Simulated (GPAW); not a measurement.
Crystal: Al3Pd.

```
CELL_PARAMETERS angstrom
3.94691 0.00000 0.00000
0.00000 3.94691 0.00000
0.00000 0.00000 3.94691
ATOMIC_POSITIONS crystal
Pd 0.00000 0.00000 0.00000
Al 0.50000 0.50000 0.00000
Al 0.50000 0.00000 0.50000
Al 0.00000 0.50000 0.50000
```

The cell comes from a database or a generator and needn't be the stable form of this composition.

Base run:

```yaml
Program: GPAW 26.7.0
Functional: LDA
Potentials_or_basis: the program's PAW data sets (release 1.2.1) made for this functional
Cutoff: 600 eV
Basis: pw
k_mesh: 7 × 7 × 7
Occupations: fermi-dirac, width 0.05 eV
Spin: no spin polarisation
```

Its results: pressure -4.5 GPa.

Task: The run is repeated on the same cell with these changes: functional from LDA to PBEsol; potentials or basis from the program's PAW data sets (release 1.2.1) made for this functional to PAW data sets generated in the run's folder for this functional. What comes out?

Result: Pressure -1.5 GPa.

Not every run made on this cell is shown here.
